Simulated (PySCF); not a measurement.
# C2H8AlFO (SMILES [CH3][Al-]([CH3])([OH2+])[F]) at 3 levels

Wanted: a comparison of 3 runs (HF/def2-SVP, PBE0/def2-SVP, TPSSh/def2-TZVP) of C2H8AlFO. 

The calculation is run with PySCF 2.14.0.

1 further run of the same task is left out (set aside as unsound or not needed).

## (1) The structure to begin with

C2H8AlFO has 13 atoms, charge 0, and is taken as a singlet. As SMILES, `[CH3][Al-]([CH3])([OH2+])[F]`. The shape is that of a PBE0-D4/def2-TZVP optimisation. This is one conformer, not always the lowest.

Bond lengths: C1–Al2 1.951 Å, Al2–C3 1.961 Å, Al2–O4 2.023 Å, Al2–F5 1.691 Å, C1–H6 1.095 Å, C1–H7 1.094 Å, C1–H8 1.095 Å, C3–H9 1.095 Å, C3–H10 1.096 Å, C3–H11 1.095 Å, O4–H12 0.963 Å, O4–H13 0.968 Å. Some angles: C1–Al2–C3 122.5°, C1–Al2–O4 105.3°, C1–Al2–F5 115.6°, C3–Al2–O4 100.6°, C3–Al2–F5 115.6°, O4–Al2–F5 88.4°, Al2–C1–H6 112.0°, Al2–C1–H7 112.1°, Al2–C1–H8 111.3°, Al2–C3–H9 113.1°.

## (2) Energy and gradient at HF/def2-SVP (run 1)

Input file run.py:

```python
import pyscf.grad
from pyscf import gto

molecule = gto.M(
    atom=[
    ('C', (-1.725900, 0.218300, -0.875600)),
    ('Al', (0.165700, 0.181600, -0.398800)),
    ('C', (1.055000, -1.439500, 0.255700)),
    ('O', (0.331200, 1.378400, 1.224400)),
    ('F', (1.151600, 1.267800, -1.239800)),
    ('H', (-2.350200, -0.255300, -0.110900)),
    ('H', (-2.095300, 1.238600, -1.016600)),
    ('H', (-1.911200, -0.319400, -1.811400)),
    ('H', (2.087000, -1.263700, 0.578100)),
    ('H', (0.518800, -1.902300, 1.092300)),
    ('H', (1.103500, -2.200400, -0.530500)),
    ('H', (0.798500, 0.970100, 1.961300)),
    ('H', (0.891900, 2.091100, 0.886600)),
],
    basis='def2-svp',
    verbose=4,
    spin=0,
    max_memory=1860,
)

mf = molecule.RHF()
mf.conv_tol = 1e-10
mf.kernel()
if not mf.converged:
    mf = mf.newton().run(mf.mo_coeff, mf.mo_occ)

e_tot = mf.e_tot
print('E = %.10f Eh' % e_tot)
grad = mf.Gradients().kernel()
mf.analyze()
```

Launch:

```bash
OMP_NUM_THREADS=1 python run.py
```

The log of the run:

```text
PySCF version 2.14.0

[... 97 lines left out ...]
MO #9   energy= -3.17043163235797  occ= 2
[... 20 lines left out ...]
MO #30  energy= 0.229975727450073  occ= 0
[... 20 lines left out ...]
MO #51  energy= 0.857969215229005  occ= 0
[... 20 lines left out ...]
MO #72  energy= 1.67340360596976   occ= 0
[... 20 lines left out ...]
MO #93  energy= 2.59935000190606   occ= 0
[... 20 lines left out ...]
MO #114 energy= 4.14651152687599   occ= 0
[... 130 lines left out ...]
Dipole moment(X, Y, Z, Debye):  0.90303,  1.04768,  3.97864
```

It took 40 s on 1 thread of Intel Xeon at 2.50GHz (Skylake/Cascade Lake), shared host; peak memory 0.28 GiB.

## (3) Energy and forces at PBE0/def2-SVP (run 2)

Input file input.py:

```python
import pyscf.grad
from pyscf import gto, dft

molecule = gto.M(
    atom='''
C     -3.261478     0.412527    -1.654644
Al     0.313128     0.343174    -0.753623
C      1.993661    -2.720261     0.483203
O      0.625877     2.604798     2.313781
F      2.176209     2.395795    -2.342882
H     -4.441234    -0.482447    -0.209571
H     -3.959543     2.340615    -1.921096
H     -3.611645    -0.603579    -3.423050
H      3.943858    -2.388047     1.092451
H      0.980390    -3.594826     2.064148
H      2.085313    -4.158153    -1.002500
H      1.508946     1.833223     3.706320
H      1.685447     3.951606     1.675431
''',
    max_memory=1860,
    charge=0,
    basis='def2-svp',
    verbose=4,
    unit='bohr',
    spin=0,
)

calc0 = dft.RKS(molecule, xc='pbe0')
calc0.grids.level = 5
calc0.conv_tol = 1e-10
calc0.kernel()
if not calc0.converged:
    calc0 = calc0.newton().run(calc0.mo_coeff, calc0.mo_occ)

e_tot = calc0.e_tot
print('E = %.10f Eh' % e_tot)
grad = calc0.Gradients().kernel()
dip = calc0.dip_moment()
pop, q = calc0.mulliken_pop()
```

Launch:

```bash
OMP_NUM_THREADS=1 python input.py
```

The log of the run:

```text
PySCF version 2.14.0

[... 80 lines left out ...]
converged SCF energy = -497.980317197265
[... 13 lines left out ...]
Dipole moment(X, Y, Z, Debye):  0.83889,  1.04908,  3.83052
[... 128 lines left out ...]
charge of   12H =      0.21554
```

Run time: 2.1 min. Hardware: 1 thread of Intel Xeon at 2.50GHz (Skylake/Cascade Lake), shared host; peak memory 1.2 GiB.

## (4) Energy and forces at TPSSh/def2-TZVP (run 3)

Input file run.py:

```python
# [CH3][Al-]([CH3])([OH2+])[F]
from pyscf import gto, dft

mol = gto.Mole()
mol.atom = '''
C     -3.261478     0.412527    -1.654644
Al     0.313128     0.343174    -0.753623
C      1.993661    -2.720261     0.483203
O      0.625877     2.604798     2.313781
F      2.176209     2.395795    -2.342882
H     -4.441234    -0.482447    -0.209571
H     -3.959543     2.340615    -1.921096
H     -3.611645    -0.603579    -3.423050
H      3.943858    -2.388047     1.092451
H      0.980390    -3.594826     2.064148
H      2.085313    -4.158153    -1.002500
H      1.508946     1.833223     3.706320
H      1.685447     3.951606     1.675431
'''
mol.max_memory = 1860
mol.verbose = 4
mol.basis = 'def2-tzvp'
mol.spin = 0
mol.unit = 'bohr'
mol.build()

mf = dft.RKS(mol)
mf.xc = 'tpssh'
mf.grids.level = 5
mf.conv_tol = 1e-10
mf.kernel()
if not mf.converged:
    mf = mf.newton().run(mf.mo_coeff, mf.mo_occ)

energy = mf.e_tot
print(f'total energy: {energy:.8f} hartree')
grad = mf.nuc_grad_method().kernel()
dip = mf.dip_moment()
pop, q = mf.mulliken_pop()
```

Launch:

```bash
OMP_NUM_THREADS=1 python run.py
```

The log of the run:

```text
PySCF version 2.14.0

[... 82 lines left out ...]
converged SCF energy = -498.779289615124
total energy: -498.77928962 hartree
[... 12 lines left out ...]
Dipole moment(X, Y, Z, Debye):  0.82706,  1.08187,  3.71859
[... 223 lines left out ...]
charge of   12H =      0.37502
```

Run time: 15 min. Hardware: 1 thread of Intel Xeon at 2.50GHz (Skylake/Cascade Lake), shared host; peak memory 1.7 GiB.

## (5) All runs side by side

```
run            level  integration grid  energy (Eh)  dipole moment (D)  HOMO energy (eV)  LUMO energy (eV)  wall time
  1      HF/def2-SVP                 –  -496.461516               4.21            -10.39              3.25       40 s
  2    PBE0/def2-SVP                 5  -497.980317               4.06             -7.14              0.22    2.1 min
  3  TPSSh/def2-TZVP                 5  -498.779290               3.96             -6.53             -0.61     15 min
```

## (6) Results

```
                       quantity          value
            run 3: total energy  -498.77929 Eh
           run 3: dipole moment         3.96 D
             run 3: HOMO energy       -6.53 eV
             run 3: LUMO energy       -0.61 eV
           run 3: HOMO–LUMO gap        5.92 eV
run 3: largest force on an atom     0.243 eV/Å
```

The dipole moment (its size) runs from 3.96 D (TPSSh/def2-TZVP) to 4.21 D (HF/def2-SVP). The two ends differ in method and basis. The HOMO–LUMO gap runs from 5.92 eV (TPSSh/def2-TZVP) to 13.63 eV (HF/def2-SVP). Totals of different functionals can't be ranked against each other. All runs together took 18 min, the longest 15 min.
